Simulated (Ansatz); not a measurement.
# Ge (diamond type): the cost of one run

Method: DFT, PBEsol, all-electron LAPW, scalar-relativistic, in Ansatz 0.2.0.

**1. The structure to begin with**

The structure is cubic, space group Fd-3m (No. 227). Conventional cell: a = 5.676 Å, b = 5.676 Å, c = 5.676 Å, α = 90.00°, β = 90.00°, γ = 90.00°. Around Ge (site symmetry -43m) lie 4 Ge at 2.46 Å.

Coordinates:

```cif
data_structure
_symmetry_space_group_name_H-M 'P 1'
_symmetry_Int_Tables_number 1
_cell_length_a 4.0133
_cell_length_b 5.6756
_cell_length_c 4.0133
_cell_angle_alpha 90.000
_cell_angle_beta 90.000
_cell_angle_gamma 90.000
_cell_volume 91.41
loop_
_atom_site_label
_atom_site_type_symbol
_atom_site_fract_x
_atom_site_fract_y
_atom_site_fract_z
_atom_site_occupancy
Ge1 Ge 0.50000 0.37500 0.25000 1
Ge2 Ge 0.00000 0.87500 0.75000 1
Ge3 Ge 0.00000 0.12500 0.25000 1
Ge4 Ge 0.50000 0.62500 0.75000 1
```

Atoms are numbered in the order of the input: Ge1, Ge2, Ge3, Ge4.

**2. Bulk in the slab's orientation, LAPW**

input.yaml

```yaml
crystal:
  lattice:
    - [-2.8378036883, 2.8378036883, 0.0]
    - [0.0, 0.0, 5.6756073765]
    - [2.8378036883, 2.8378036883, 0.0]
  atoms:
    - { symbol: Ge, position: [0.5, 0.375, 0.25] }
    - { symbol: Ge, position: [0.0, 0.875, 0.75] }
    - { symbol: Ge, position: [0.0, 0.125, 0.25] }
    - { symbol: Ge, position: [0.5, 0.625, 0.75] }
kpoints:
  mp_grid: { grid: [7, 5, 7] }
scf:
  occupations: { method: fermi_dirac, width: 0.02 }
hamiltonian:
  xc: pbesol
  pseudopotentials: { kind: all_electron, lapw: { basis_error: 0.001 } }
output:
  forces: true
  stress: true
  eigenvalues: true
```

Started as:

```
ansatz run input.yaml --threads 2 --pin off --max-ram 4096MiB --backend cpu --events-out ev --progress --plain --runs-dir out
```

What time and memory should one allow on 2 threads of Arm Neoverse V1, shared host?

About 23 s, with a peak of 0.48 GiB.
